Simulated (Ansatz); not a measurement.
# F₂GaH₆NSi₂: shape, modes and thermochemistry

Aim: relax F₂GaH₆NSi₂ from a cheap starting geometry, check the end point by its vibrations and derive ideal-gas thermochemistry, and look at its orbitals and charge.

Program: Ansatz 0.2.0, Gaussian basis. Level of theory: RKS PBE0-D4/def2-TZVP. These are calculated values, not measurements.

Plan: relaxation at PBE0-D4/def2-TZVP; harmonic vibrations at the same level; a single point in def2-TZVPP for the fields.

## 1. The starting structure

SMILES `[F][Ga]([F])[N]([SiH3])[SiH3]`, 12 atoms, charge 0, spin multiplicity 1.

Atoms are counted from 1 here; the program's logs count them from 0.

Bond lengths: F1–Ga2 1.748 Å, Ga2–F3 1.748 Å, Ga2–N4 1.853 Å, N4–Si5 1.757 Å, N4–Si6 1.756 Å, Si5–H7 1.462 Å, Si5–H8 1.467 Å, Si5–H9 1.470 Å, Si6–H10 1.462 Å, Si6–H11 1.470 Å, Si6–H12 1.468 Å. Angles: F1–Ga2–F3 118.3°, F1–Ga2–N4 120.8°, F3–Ga2–N4 120.9°, Ga2–N4–Si5 114.6°, Ga2–N4–Si6 114.4°, Si5–N4–Si6 130.4°, N4–Si5–H7 103.3°, N4–Si5–H8 107.8°, N4–Si5–H9 109.2°, H7–Si5–H8 112.6°, H7–Si5–H9 112.1°, H8–Si5–H9 111.6°, N4–Si6–H10 103.2°, N4–Si6–H11 109.3°, N4–Si6–H12 107.7°, H10–Si6–H11 112.0°, H10–Si6–H12 112.6°, H11–Si6–H12 111.5°.

Geometry (Å):

```xyz
12
F2GaH6NSi2
F    -2.9718    0.5713    0.6952
Ga   -1.7230   -0.5572    0.2225
F    -2.1525   -2.2428    0.0464
N     0.0102    0.0210   -0.0862
Si    1.1586   -1.2628   -0.4310
Si    0.2732    1.7290    0.2282
H     2.3819   -0.5366   -0.7695
H     0.6356   -2.0406   -1.5594
H     1.3250   -2.0960    0.7686
H     1.6783    1.9226   -0.1279
H     0.0227    2.0047    1.6499
H    -0.6382    2.4874   -0.6367
```

The start is a GFN2-xTB geometry.

## 2. Geometry optimisation, PBE0-D4/def2-TZVP

File in.yaml:

```yaml
crystal:
  periodic: [false, false, false]
  atoms:
    - {symbol: F, position_ang: [-2.971760, 0.571330, 0.695170]}
    - {symbol: Ga, position_ang: [-1.723000, -0.557200, 0.222530]}
    - {symbol: F, position_ang: [-2.152530, -2.242840, 0.046360]}
    - {symbol: N, position_ang: [0.010200, 0.021030, -0.086190]}
    - {symbol: Si, position_ang: [1.158590, -1.262750, -0.431020]}
    - {symbol: Si, position_ang: [0.273200, 1.728970, 0.228230]}
    - {symbol: H, position_ang: [2.381910, -0.536620, -0.769540]}
    - {symbol: H, position_ang: [0.635560, -2.040640, -1.559410]}
    - {symbol: H, position_ang: [1.325040, -2.095960, 0.768560]}
    - {symbol: H, position_ang: [1.678290, 1.922610, -0.127930]}
    - {symbol: H, position_ang: [0.022690, 2.004700, 1.649880]}
    - {symbol: H, position_ang: [-0.638190, 2.487380, -0.636650]}
basis:
  gaussian: {orbitals: def2-TZVP}
hamiltonian: {xc: pbe0, dispersion: d4}
relax: {f_tol: 0.005, max_steps: 150}
```

Started as:

```
ansatz run in.yaml --threads 4 --pin off --events-out ev --progress --plain --max-ram 11315MiB
```

Further steps of the session: Force constants and modes; A single point for the fields.

**Question.** What will the summary of the whole plan be? Wanted: point group; shift from the start; total energy; dispersion term; dipole moment; lowest, highest wavenumber; zero-point energy; HOMO, LUMO.

As calculated:

| quantity | value |
| --- | --- |
| point group | C1 |
| steps | 23 |
| shift from the start (rms) | 0.578 Å |
| total energy | -75141.9089 eV |
| dispersion term | -297 meV |
| dipole moment | 2.17 D |
| lowest, highest wavenumber | 20, 2244 cm⁻¹ |
| zero-point energy | 38.3 kcal/mol |
| entropy at 298.15 K | 440.5 J/(mol K) |
| HOMO, LUMO | -8.27, -1.65 eV |

What this shows: The relaxed geometry lies 0.58 Å (rms) from the start; the bond that changed most is Ga2–N4, from 1.853 to 1.811 Å. No mode is imaginary: a true minimum at this level. The stiffest mode, 2244 cm⁻¹, is an Si–H stretch, and 8 modes under 200 cm⁻¹ make the vibrational entropy uncertain. Harmonic hybrid wavenumbers usually lie a few per cent above measured fundamentals. The largest Mulliken charge, +0.80 e, sits on Ga2. The HOMO lies mostly on N4 52 %; 4 H atoms about 10 % each and the LUMO on Ga2 37 %; F1, F3 about 14 % each.
